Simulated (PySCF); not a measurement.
**One shape, several levels: CH2FNSSi (SMILES FC1=N[SiH2]S1)**

Aim: a comparison of 5 runs (B3LYP/6-31G*, BLYP/pcseg-1, TPSSh/pcseg-1, BP86/6-311G**, B2PLYP/cc-pVTZ) of CH2FNSSi. 

The calculation is run with PySCF 2.14.0.

### Step 1. The structure to begin with

CH2FNSSi: 7 atoms, total charge 0, spin state singlet. As SMILES, `FC1=N[SiH2]S1`. The shape is that of a PBE0-D4/def2-TZVP optimisation.

Bond lengths: F1–C2 1.316 Å, C2–N3 1.264 Å, N3–Si4 1.755 Å, C2–S5 1.779 Å, Si4–S5 2.172 Å, Si4–H6 1.478 Å, Si4–H7 1.478 Å. Some angles: F1–C2–N3 124.1°, F1–C2–S5 117.1°, N3–C2–S5 118.7°, C2–N3–Si4 91.5°, N3–Si4–S5 83.4°, C2–S5–Si4 66.4°, N3–Si4–H6 115.0°, N3–Si4–H7 115.0°, S5–Si4–H6 114.2°, S5–Si4–H7 114.2°.

### Step 2. Energy and forces at B3LYP/6-31G(d) (Cartesian functions) (run 1)

The input, run.py:

```python
from pyscf import gto, dft

molecule = gto.Mole()
molecule.atom = '''
F      2.169028    -3.664746     2.148808
C      1.041428    -1.757256     1.017806
N     -1.270463    -1.730800     0.418385
Si    -0.992484     1.316383    -0.859636
S      2.925107     0.934470     0.305569
H     -2.403921     3.300974     0.506825
H     -1.353611     1.472286    -3.624306
'''
molecule.max_memory = 1860
molecule.unit = 'bohr'
molecule.charge = 0
molecule.verbose = 4
molecule.basis = '6-31g*'
molecule.cart = True
molecule.build()

myscf = dft.RKS(molecule)
myscf.xc = 'b3lyp'
myscf.conv_tol = 1e-10
myscf.grids.level = 5
myscf.kernel()
if not myscf.converged:
    myscf = myscf.newton().run(myscf.mo_coeff, myscf.mo_occ)

etot = myscf.e_tot
print('Final energy', etot)
grad = myscf.nuc_grad_method().kernel()
dip = myscf.dip_moment()
pop, q = myscf.mulliken_pop()
```

Launch:

```bash
$ OMP_NUM_THREADS=1 python run.py
```

Log:

```text
PySCF version 2.14.0

[... 78 lines left out ...]
converged SCF energy = -881.582991574961
Final energy -881.5829915749612
[... 14 lines left out ...]
Dipole moment(X, Y, Z, Debye): -0.44833,  2.02177, -1.00883
[... 56 lines left out ...]
pop of  3 Si 4px          0.03810
pop of  3 Si 4py          0.05584
pop of  3 Si 4pz          0.11909
pop of  3 Si 3dxx         0.01664
pop of  3 Si 3dxy         0.04206
pop of  3 Si 3dxz         0.02991
pop of  3 Si 3dyy         0.03528
pop of  3 Si 3dyz         0.04952
pop of  3 Si 3dzz         0.04365
pop of  4  S 1s           1.99862
pop of  4  S 2s           1.98862
pop of  4  S 3s           1.41836
pop of  4  S 4s           0.53581
pop of  4  S 2px          1.98922
pop of  4  S 2py          1.98789
pop of  4  S 2pz          1.99075
pop of  4  S 3px          1.03400
pop of  4  S 3py          0.89206
pop of  4  S 3pz          1.13669
pop of  4  S 4px          0.33623
pop of  4  S 4py          0.24663
pop of  4  S 4pz          0.54947
pop of  4  S 3dxx         0.00393
pop of  4  S 3dxy         0.02098
pop of  4  S 3dxz         0.00926
pop of  4  S 3dyy         0.00261
pop of  4  S 3dyz         0.00484
pop of  4  S 3dzz        -0.01900
pop of  5  H 1s           0.50970
pop of  5  H 2s           0.53794
pop of  6  H 1s           0.50970
pop of  6  H 2s           0.53794
 ** Mulliken atomic charges  **
charge of    0F =     -0.21352
charge of    1C =      0.35051
charge of    2N =     -0.46813
charge of    3Si =      0.55339
charge of    4S =     -0.12696
charge of    5H =     -0.04764
charge of    6H =     -0.04764
```

Wall time 58 s (1 thread of Intel Xeon at 2.70GHz, shared host); peak memory 0.85 GiB.

### Step 3. Energy and gradient at BLYP/pcseg-1 (run 2)

The input, start.xyz:

```xyz
7
CH2FNSSi
F      1.147800    -1.939300     1.137100
C      0.551100    -0.929900     0.538600
N     -0.672300    -0.915900     0.221400
Si    -0.525200     0.696600    -0.454900
S      1.547900     0.494500     0.161700
H     -1.272100     1.746800     0.268200
H     -0.716300     0.779100    -1.917900
```

The input, calc.py:

```python
import pyscf.grad
from pyscf import gto, dft

system = gto.M(
    atom='start.xyz',
    spin=0,
    verbose=3,
    max_memory=1860,
    basis='pcseg-1',
)

mf = dft.RKS(system)
mf.xc = 'blyp'
mf.conv_tol = 1e-10
mf.grids.level = 5
mf.kernel()
if not mf.converged:
    mf = mf.newton().run(mf.mo_coeff, mf.mo_occ)

e_final = mf.e_tot
print('E(%s) = %.9f' % ('BLYP', e_final))
grad = mf.Gradients().kernel()
dip = mf.dip_moment()
pop, q = mf.mulliken_pop()
```

Launch:

```bash
$ OMP_NUM_THREADS=1 python calc.py
```

Log:

```text
converged SCF energy = -881.498564332395
E(BLYP) = -881.498564332
--------------- RKS gradients ---------------
         x                y                z
0 F    -0.0134947237     0.0220558151    -0.0131848746
1 C    -0.0041756761    -0.0020885169    -0.0001496091
2 N     0.0270481001     0.0107933273     0.0021006379
3 Si     0.0102070300    -0.0122079606     0.0080044652
4 S    -0.0232316401    -0.0142566540     0.0004062404
5 H     0.0027686829    -0.0037857551    -0.0022831927
6 H     0.0008852495    -0.0005138826     0.0051100408
----------------------------------------------
Dipole moment(X, Y, Z, Debye): -0.38597,  2.17187, -1.05939
 ** Mulliken pop  **
pop of  0 F 1s            1.99546
pop of  0 F 2s            0.96234
pop of  0 F 3s            0.95592
pop of  0 F 2px           1.19523
pop of  0 F 2py           1.08436
pop of  0 F 2pz           1.15394
pop of  0 F 3px           0.63599
pop of  0 F 3py           0.56104
pop of  0 F 3pz           0.62674
pop of  0 F 3dxy          0.00321
pop of  0 F 3dyz          0.00336
pop of  0 F 3dz^2         0.00194
pop of  0 F 3dxz          0.00152
pop of  0 F 3dx2-y2       0.00259
pop of  1 C 1s            1.99368
pop of  1 C 2s            0.77160
pop of  1 C 3s            0.34012
pop of  1 C 2px           0.76073
pop of  1 C 2py           0.62806
pop of  1 C 2pz           0.62432
pop of  1 C 3px           0.06981
pop of  1 C 3py           0.12533
pop of  1 C 3pz           0.25529
pop of  1 C 3dxy          0.04188
pop of  1 C 3dyz          0.01779
pop of  1 C 3dz^2         0.01302
pop of  1 C 3dxz          0.02293
pop of  1 C 3dx2-y2       0.02838
pop of  2 N 1s            1.99493
pop of  2 N 2s            0.86544
pop of  2 N 3s            0.82696
pop of  2 N 2px           0.83973
pop of  2 N 2py           0.84421
pop of  2 N 2pz           0.74130
pop of  2 N 3px           0.34834
pop of  2 N 3py           0.42767
pop of  2 N 3pz           0.45906
pop of  2 N 3dxy          0.00671
pop of  2 N 3dyz          0.00252
pop of  2 N 3dz^2         0.00315
pop of  2 N 3dxz          0.00783
pop of  2 N 3dx2-y2       0.01117
pop of  3 Si 1s           1.99979
pop of  3 Si 2s           1.98811
pop of  3 Si 3s           1.03076
pop of  3 Si 4s           0.18675
pop of  3 Si 2px          1.99247
pop of  3 Si 2py          1.99354
pop of  3 Si 2pz          1.99410
pop of  3 Si 3px          0.58114
pop of  3 Si 3py          0.63888
pop of  3 Si 3pz          0.73841
pop of  3 Si 4px          0.00207
pop of  3 Si 4py          0.02791
pop of  3 Si 4pz          0.04925
pop of  3 Si 3dxy         0.04088
pop of  3 Si 3dyz         0.04755
pop of  3 Si 3dz^2        0.05512
pop of  3 Si 3dxz         0.02857
pop of  3 Si 3dx2-y2      0.05751
pop of  4 S 1s            1.99981
pop of  4 S 2s            1.98989
pop of  4 S 3s            1.26171
pop of  4 S 4s            0.65759
pop of  4 S 2px           1.99384
pop of  4 S 2py           1.99307
pop of  4 S 2pz           1.99483
pop of  4 S 3px           1.09368
pop of  4 S 3py           0.95326
pop of  4 S 3pz           1.21379
pop of  4 S 4px           0.28708
pop of  4 S 4py           0.20079
pop of  4 S 4pz           0.45703
pop of  4 S 3dxy          0.02581
pop of  4 S 3dyz          0.00657
pop of  4 S 3dz^2         0.00808
pop of  4 S 3dxz          0.01196
pop of  4 S 3dx2-y2       0.01881
pop of  5 H 1s            0.76538
pop of  5 H 2s            0.28875
pop of  5 H 2px           0.00210
pop of  5 H 2py           0.00375
pop of  5 H 2pz           0.00201
pop of  6 H 1s            0.76537
pop of  6 H 2s            0.28875
pop of  6 H 2px           0.00052
pop of  6 H 2py           0.00039
pop of  6 H 2pz           0.00696
 ** Mulliken atomic charges  **
charge of    0F =     -0.18364
charge of    1C =      0.30705
charge of    2N =     -0.37903
charge of    3Si =      0.54718
charge of    4S =     -0.16759
charge of    5H =     -0.06199
charge of    6H =     -0.06199
```

Run time: 59 s. Hardware: 1 thread of Intel Xeon at 2.70GHz, shared host; peak memory 0.86 GiB.

### Step 4. Energy and gradient at TPSSh/pcseg-1 (run 3)

The input, calc.py:

```python
import pyscf.grad
from pyscf import gto, dft

mol = gto.M(
    atom='''
F      2.169028    -3.664746     2.148808
C      1.041428    -1.757256     1.017806
N     -1.270463    -1.730800     0.418385
Si    -0.992484     1.316383    -0.859636
S      2.925107     0.934470     0.305569
H     -2.403921     3.300974     0.506825
H     -1.353611     1.472286    -3.624306
''',
    charge=0,
    basis='pcseg-1',
    max_memory=1860,
    unit='bohr',
    verbose=4,
)

mf = dft.RKS(mol)
mf.xc = 'tpssh'
mf.conv_tol = 1e-10
mf.grids.level = 5
mf.kernel()
if not mf.converged:
    mf = mf.newton().run(mf.mo_coeff, mf.mo_occ)

energy = mf.e_tot
print(f'total energy: {energy:.8f} hartree')
grad = mf.Gradients().kernel()
dip = mf.dip_moment()
pop, q = mf.mulliken_pop()
```

Launch:

```bash
$ OMP_NUM_THREADS=1 python calc.py
```

Log:

```text
PySCF version 2.14.0

[... 76 lines left out ...]
converged SCF energy = -881.559557110791
total energy: -881.55955711 hartree
[... 14 lines left out ...]
Dipole moment(X, Y, Z, Debye): -0.43574,  2.30680, -1.13178
[... 57 lines left out ...]
pop of  3 Si 3dyz         0.04970
pop of  3 Si 3dz^2        0.05928
pop of  3 Si 3dxz         0.02981
pop of  3 Si 3dx2-y2      0.05962
pop of  4 S 1s            1.99984
pop of  4 S 2s            1.99320
pop of  4 S 3s            1.20894
pop of  4 S 4s            0.74053
pop of  4 S 2px           1.99468
pop of  4 S 2py           1.99394
pop of  4 S 2pz           1.99559
pop of  4 S 3px           1.09479
pop of  4 S 3py           0.94804
pop of  4 S 3pz           1.22147
pop of  4 S 4px           0.28279
pop of  4 S 4py           0.18771
pop of  4 S 4pz           0.45827
pop of  4 S 3dxy          0.02632
pop of  4 S 3dyz          0.00672
pop of  4 S 3dz^2         0.00806
pop of  4 S 3dxz          0.01246
pop of  4 S 3dx2-y2       0.01950
pop of  5 H 1s            0.76569
pop of  5 H 2s            0.29639
pop of  5 H 2px           0.00204
pop of  5 H 2py           0.00371
pop of  5 H 2pz           0.00198
pop of  6 H 1s            0.76569
pop of  6 H 2s            0.29639
pop of  6 H 2px           0.00045
pop of  6 H 2py           0.00033
pop of  6 H 2pz           0.00696
 ** Mulliken atomic charges  **
charge of    0F =     -0.22324
charge of    1C =      0.37898
charge of    2N =     -0.46300
charge of    3Si =      0.63976
charge of    4S =     -0.19286
charge of    5H =     -0.06982
charge of    6H =     -0.06982
```

It took 87 s on 1 thread of Intel Xeon at 2.70GHz, shared host; peak memory 0.86 GiB.

Run 4 isn't shown in full; the table further down has it.

### Step 5. The energy at B2PLYP/cc-pVTZ (run 5)

The input, calc.py:

```python
from pyscf import gto, dft, mp

system = gto.M(
    atom='''
F    1.147800  -1.939300   1.137100
C    0.551100  -0.929900   0.538600
N   -0.672300  -0.915900   0.221400
Si  -0.525200   0.696600  -0.454900
S    1.547900   0.494500   0.161700
H   -1.272100   1.746800   0.268200
H   -0.716300   0.779100  -1.917900
''',
    basis='cc-pvtz',
    max_memory=1860,
    charge=0,
    spin=0,
    verbose=4,
)

mf = dft.RKS(system)
mf.xc = '0.53*HF + 0.47*B88, 0.73*LYP'
mf.conv_tol = 1e-10
mf.grids.level = 5
mf.kernel()
if not mf.converged:
    mf = mf.newton().run(mf.mo_coeff, mf.mo_occ)

pt = mp.MP2(mf, frozen=13).run()
e_final = mf.e_tot + 0.27 * pt.e_corr
print('PT2 part  %.8f' % (0.27 * pt.e_corr))
print(f'total energy: {e_final:.8f} hartree')
mf.analyze()
```

Launch:

```bash
$ OMP_NUM_THREADS=1 python calc.py
```

Log:

```text
PySCF version 2.14.0

[... 97 lines left out ...]
Two-electron Coulomb Energy =          682.139033187216796
[... 18 lines left out ...]
MO #16  energy= -0.871068029071591 occ= 2
[... 16 lines left out ...]
MO #33  energy= 0.137135630026187  occ= 0
[... 16 lines left out ...]
MO #50  energy= 0.50561211694372   occ= 0
[... 16 lines left out ...]
MO #67  energy= 0.928633490529698  occ= 0
[... 16 lines left out ...]
MO #84  energy= 1.40705334090598   occ= 0
[... 16 lines left out ...]
MO #101 energy= 1.9461614902166    occ= 0
[... 16 lines left out ...]
MO #118 energy= 2.70430804322361   occ= 0
[... 16 lines left out ...]
MO #135 energy= 3.49372941603012   occ= 0
[... 16 lines left out ...]
MO #152 energy= 4.23012728757876   occ= 0
[... 16 lines left out ...]
MO #169 energy= 5.59017699192608   occ= 0
[... 16 lines left out ...]
MO #186 energy= 12.4882165722894   occ= 0
[... 157 lines left out ...]
pop of  4 S 4f+1          0.00042
pop of  4 S 4f+2          0.00038
pop of  4 S 4f+3          0.00027
pop of  5 H 1s            1.09161
pop of  5 H 2s            0.00406
pop of  5 H 3s            0.00100
pop of  5 H 2px           0.00195
pop of  5 H 2py           0.00308
pop of  5 H 2pz           0.00210
pop of  5 H 3px           0.00012
pop of  5 H 3py           0.00014
pop of  5 H 3pz           0.00011
pop of  5 H 3dxy          0.00023
pop of  5 H 3dyz          0.00024
pop of  5 H 3dz^2         0.00003
pop of  5 H 3dxz          0.00013
pop of  5 H 3dx2-y2       0.00007
pop of  6 H 1s            1.09161
pop of  6 H 2s            0.00406
pop of  6 H 3s            0.00100
pop of  6 H 2px           0.00056
pop of  6 H 2py           0.00050
pop of  6 H 2pz           0.00607
pop of  6 H 3px           0.00013
pop of  6 H 3py           0.00015
pop of  6 H 3pz           0.00009
pop of  6 H 3dxy          0.00001
pop of  6 H 3dyz          0.00004
pop of  6 H 3dz^2         0.00056
pop of  6 H 3dxz          0.00007
pop of  6 H 3dx2-y2       0.00002
 ** Mulliken atomic charges  **
charge of    0F =     -0.25538
charge of    1C =      0.36635
charge of    2N =     -0.56323
charge of    3Si =      0.84688
charge of    4S =     -0.18486
charge of    5H =     -0.10488
charge of    6H =     -0.10488
Dipole moment(X, Y, Z, Debye): -0.31213,  2.23144, -1.06699
```

Run time: 1.8 min. Hardware: 1 thread of Intel Xeon at 2.70GHz, shared host; peak memory 1.8 GiB.

### Step 6. All runs side by side

| run | level | Cartesian functions | task | energy (Eh) | dipole moment (D) | HOMO energy (eV) | LUMO energy (eV) | wall time |
| --- | --- | --- | --- | --- | --- | --- | --- | --- |
| 1 | B3LYP/6-31G* (Cartesian functions) | yes | gradient | -881.582992 | 2.30 | -7.37 | -0.82 | 58 s |
| 2 | BLYP/pcseg-1 | no | gradient | -881.498564 | 2.45 | -6.44 | -1.53 | 59 s |
| 3 | TPSSh/pcseg-1 | no | gradient | -881.559557 | 2.61 | -7.25 | -1.20 | 87 s |
| 4 | BP86/6-311G** | no | gradient | -881.729799 | 2.32 | -6.68 | -1.74 | 72 s |
| 5 | B2PLYP/cc-pVTZ | no | energy | -881.328162 | 2.49 | -8.77 | 0.55 | 1.8 min |

### Step 7. Results

```
                                  quantity          value
                       run 5: total energy  -881.32816 Eh
           run 5: dipole moment (SCF part)         2.49 D
  run 5: HOMO energy (SCF part's orbitals)       -8.77 eV
  run 5: LUMO energy (SCF part's orbitals)        0.55 eV
run 5: HOMO–LUMO gap (SCF part's orbitals)        9.32 eV
```

The dipole moment (its size) runs from 2.30 D (B3LYP/6-31G*) to 2.61 D (TPSSh/pcseg-1). The two ends differ in method and basis. The HOMO–LUMO gap runs from 4.91 eV (BLYP/pcseg-1) to 9.32 eV (B2PLYP/cc-pVTZ). A double hybrid's value is that of its SCF part. Totals of different functionals can't be ranked against each other. All runs together took 6.4 min, the longest 1.8 min.
